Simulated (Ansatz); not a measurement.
I need a band structure of InAs, space group F-43m. Use the Ansatz DFT code, driven from Python. Settings: PBE, PAW, cutoff 630 eV, 4×4×4 k-points, Gaussian smearing of 0.1 eV, D3BJATM dispersion.

The script reads `POSCAR`:
```text
InAs
1.0
   0.00000000    3.01800000    3.01800000
   3.01800000    0.00000000    3.01800000
   3.01800000    3.01800000    0.00000000
In As
1 1
Direct
   0.00000000    0.00000000    0.00000000
   0.25000000    0.25000000    0.25000000
```

Script `run_bands.py`:
```python
# -*- coding: utf-8 -*-
"""Band structure of InAs."""

import warnings

import ansatz as az
from ase.io import read
import numpy as np

config = {
    "dispersion": "d3bjatm",
    "ecut": 630,
    "k_length": 13,
    "beta": 0.3,
    "max_scf": 100,
    "n_empty": 2,
}

warnings.simplefilter("ignore", az.DeckWarning)

atoms = read("POSCAR", format="vasp")
xtal = az.Crystal.from_ase(atoms)

# high-symmetry points in fractions of the reciprocal vectors
path = [
    ("K", (-0.375, 0.0, 0.375)),
    ("G", (0.0, 0.0, 0.0)),
    ("L", (0.0, 0.0, 0.5)),
    ("W", (-0.5, -0.25, 0.25)),
    ("X", (-0.5, -0.5, 0.0)),
]
setup = (
    xtal.calculation()
    .functional(az.Functional.PBE, dispersion=config["dispersion"])
    .basis(config["ecut"], density_ratio=8)
    .accuracy("medium")
    .kpoints(length=config["k_length"])
    .occupations(az.OccupationsMethod.GAUSSIAN)
    .mixing("broyden", beta=config["beta"])
    .scf(max_iterations=config["max_scf"], extra_bands=config["n_empty"], lower_state_search="standard")
    .band_structure([point for _, point in path], intervals=10)
    .scf(extra_bands=10)
    .xc_energy_on_converged_density(["pbe", "revpbe", "lda"])
)
res = setup.run(threads=1)
r = res.report

for key in ("converged", "n_iterations", "n_electrons", "n_kpoints", "n_pw", "n_symmetry_ops", "free_energy_ev", "fermi_energy_ev"):
    print(f"{key:18s} {r[key]}")

print("other functionals on this density (not self-consistent, eV)")
for entry in r.get("xc_energy_on_converged_density", []):
    print(entry["functional"], {k: round(v, 3) for k, v in entry.items() if isinstance(v, float)})

bands = res.band_structure()
fermi = bands.fermi_energy_ev
print(f"zero of the bands: {fermi:.3f} eV, the Fermi level found on the SCF mesh")
for spin, channel in enumerate(bands.channels):
    levels = channel.eigenvalues_ev - fermi
    crossing = [b for b in range(levels.shape[1]) if levels[:, b].min() < 0 < levels[:, b].max()]
    print(f"channel {spin}: bands that cross the Fermi level on this path:", [b + 1 for b in crossing] or "none")
    shown = crossing or sorted(np.argsort(np.abs(levels).min(axis=0))[:2])
    for k, row in zip(bands.kpoints_frac, levels[:, shown]):
        print(f"{k[0]:7.3f} {k[1]:7.3f} {k[2]:7.3f}  ", " ".join(f"{e:8.3f}" for e in row))
```

`python run_bands.py` gives:
```text
converged          True
n_iterations       6
n_electrons        28.0
n_kpoints          8
n_pw               1989
n_symmetry_ops     24
free_energy_ev     -10454.90114933147
fermi_energy_ev    7.990800499728399
other functionals on this density (not self-consistent, eV)
pbe {'e_xc_with_core_ev': -6636.241}
revpbe {'e_xc_with_core_ev': -6646.407}
lda {'e_xc_with_core_ev': -6413.035}
zero of the bands: 7.991 eV, the Fermi level found on the SCF mesh
channel 0: bands that cross the Fermi level on this path: [15]
 -0.375   0.000   0.375      2.066
 -0.338   0.000   0.338      2.268
 -0.300   0.000   0.300      2.456
 -0.263   0.000   0.263      2.564
 -0.225   0.000   0.225      2.522
 -0.188   0.000   0.188      2.327
 -0.150   0.000   0.150      2.030
 -0.113   0.000   0.113      1.662
 -0.075   0.000   0.075      1.207
 -0.037   0.000   0.037      0.620
  0.000   0.000   0.000     -0.031
  0.000   0.000   0.050      0.481
  0.000   0.000   0.100      0.927
  0.000   0.000   0.150      1.180
  0.000   0.000   0.200      1.253
  0.000   0.000   0.250      1.216
  0.000   0.000   0.300      1.137
  0.000   0.000   0.350      1.053
  0.000   0.000   0.400      0.984
  0.000   0.000   0.450      0.940
  0.000   0.000   0.500      0.925
 -0.050  -0.025   0.475      1.099
 -0.100  -0.050   0.450      1.493
 -0.150  -0.075   0.425      1.945
 -0.200  -0.100   0.400      2.382
 -0.250  -0.125   0.375      2.778
 -0.300  -0.150   0.350      3.131
 -0.350  -0.175   0.325      3.446
 -0.400  -0.200   0.300      3.730
 -0.450  -0.225   0.275      3.991
 -0.500  -0.250   0.250      4.197
 -0.500  -0.275   0.225      4.005
 -0.500  -0.300   0.200      3.593
 -0.500  -0.325   0.175      3.176
 -0.500  -0.350   0.150      2.784
 -0.500  -0.375   0.125      2.426
 -0.500  -0.400   0.100      2.112
 -0.500  -0.425   0.075      1.852
 -0.500  -0.450   0.050      1.655
 -0.500  -0.475   0.025      1.532
 -0.500  -0.500   0.000      1.490
```

Notes:
- These settings explore the input space; cutoff and mesh may be short of convergence.
- An absolute Fermi energy rests on an arbitrary zero of the periodic potential and has no direct meaning.
- The gap on the mesh is very small: such values hang on mesh and functional, which can close or open them.
- Of the deposited cell: the entry's cell lengths or inner coordinates differ somewhat from later room-temperature determinations.
- The structure is a deposited one; some such entries were measured under pressure or heat, so a shift against it needn't be the functional's error alone.
- Levels are Kohn-Sham eigenvalues on this mesh, without spin-orbit coupling.
- Run time: 7.3 s on 1 thread of Arm Neoverse V1 (shared host), peak memory 0.48 GiB.
